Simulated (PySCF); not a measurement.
# C10H13N: the cost of one run

Computed with PySCF 2.14.0 and routines of our own; the level stands in each step. Atoms count from 0.

### 1 The system as given

24 atoms, charge 0, multiplicity 1; geometry from: GFN2-xTB.

### 2 Geometry optimisation at PBE0-D3(BJ)/def2-SVP

The job: settings as JSON, then the geometry in Å.

```
{"job": {"xc": "PBE0", "basis": "def2-SVP", "d3": "d3bj", "grid": 2, "kind": "geom"}, "charge": 0, "multiplicity": 1}
C     -2.263483    -1.116095     0.558999
N     -1.807146     0.063506    -0.141276
C     -2.499460     1.264179     0.258305
C     -0.454119     0.148341    -0.460217
C      0.221965     1.301647    -0.566915
C      1.603222     1.441120    -1.022281
C      2.677945     0.872114    -0.480557
C      2.681742    -0.036996     0.665225
C      2.009499    -1.179909     0.736745
C      1.201179    -1.720856    -0.359534
C      0.139471    -1.136428    -0.894533
H     -3.328921    -1.255577     0.367296
H     -2.112200    -1.032957     1.644114
H     -1.726313    -1.992972     0.205814
H     -3.556258     1.030223     0.382770
H     -2.121156     1.677651     1.202923
H     -2.405845     2.019327    -0.521090
H     -0.264474     2.246260    -0.365184
H      1.748815     2.171941    -1.812755
H      3.662376     1.136255    -0.851433
H      3.337396     0.253768     1.479140
H      2.115631    -1.823993     1.602347
H      1.523950    -2.689193    -0.728131
H     -0.395550    -1.621589    -1.703677
```

Launch:

```bash
> OMP_NUM_THREADS=1 python excited_run.py task.json out
```

This one command runs all jobs of the session in turn.

**Question.** How long does this first job take on 1 thread of Arm Neoverse V1, shared host, and how much memory does it need?

About 3.6 min, with a peak of 1 GiB.
